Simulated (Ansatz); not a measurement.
# Cl2H4O3Zr: the cost of one run

Method: RKS PBE-D4/def2-SVP, in Ansatz 0.2.0.

## Step 1: The starting structure

Bond lengths: Zr1–Cl2 2.870 Å, Zr1–Cl3 2.520 Å, Zr1–O4 2.069 Å, O4–H5 1.010 Å, Zr1–O6 2.069 Å, O6–H7 1.010 Å, Zr1–O8 2.370 Å, O8–H9 1.010 Å. Angles: Cl2–Zr1–Cl3 109.5°, Cl2–Zr1–O4 109.5°, Cl2–Zr1–O6 109.5°, Cl2–Zr1–O8 71.6°, Cl3–Zr1–O4 109.5°, Cl3–Zr1–O6 109.5°, Cl3–Zr1–O8 67.1°, O4–Zr1–O6 109.5°, O4–Zr1–O8 72.9°, O6–Zr1–O8 176.5°, Zr1–O4–H5 109.5°, Zr1–O6–H7 109.5°, Zr1–O8–H9 109.5°.

Coordinates:

```xyz
10

Zr    0.0000    0.0000    0.0000
Cl    0.0000    0.0000    2.8700
Cl    2.3764    0.0000   -0.8392
O    -0.9750    1.6891   -0.6893
H    -1.9328    1.4584   -0.9117
O    -0.9750   -1.6891   -0.6893
H    -1.4296   -2.1548    0.0831
O     1.2429    1.8744    0.7473
H     2.0199    1.5607    1.3113
H     0.8691    1.3107    2.0020
```

## Step 2: A restrained relaxation towards end A

Springs on the bonds that form and break draw the guess towards this end; the thresholds are loose.

input.yaml reads:

```yaml
crystal:
  periodic: [false, false, false]
  atoms:
    - { symbol: Zr, position_ang: [0.0, 0.0, 0.0] }
    - { symbol: Cl, position_ang: [0.0, 0.0, 2.87] }
    - { symbol: Cl, position_ang: [2.3764, 0.0, -0.8392] }
    - { symbol: O, position_ang: [-0.975, 1.6891, -0.6893] }
    - { symbol: H, position_ang: [-1.9328, 1.4584, -0.9117] }
    - { symbol: O, position_ang: [-0.975, -1.6891, -0.6893] }
    - { symbol: H, position_ang: [-1.4296, -2.1548, 0.0831] }
    - { symbol: O, position_ang: [1.2429, 1.8744, 0.7473] }
    - { symbol: H, position_ang: [2.0199, 1.5607, 1.3113] }
    - { symbol: H, position_ang: [0.8691, 1.3107, 2.002] }
basis:
  gaussian: { orbitals: def2-SVP }
hamiltonian:
  xc: pbe
  dispersion: d4
relax:
  f_tol: 0.15
  max_steps: 25
  restrain:
    - { distance: [0, 7], at: 3.27, k: 30.0 }
    - { distance: [9, 1], at: 2.57, k: 30.0 }
    - { distance: [0, 1], at: 2.52, k: 30.0 }
    - { distance: [9, 7], at: 1.01, k: 30.0 }
output:
  orbitals: {}
```

Run with:

```sh
$ ansatz run input.yaml --threads 4 --pin off --max-ram 5120MiB --backend cpu --events-out ev --progress --plain --runs-dir out
```

What time and memory should one allow on 4 threads of Arm Neoverse V2, shared host?

About 26 s, with a peak of 0.2 GiB.
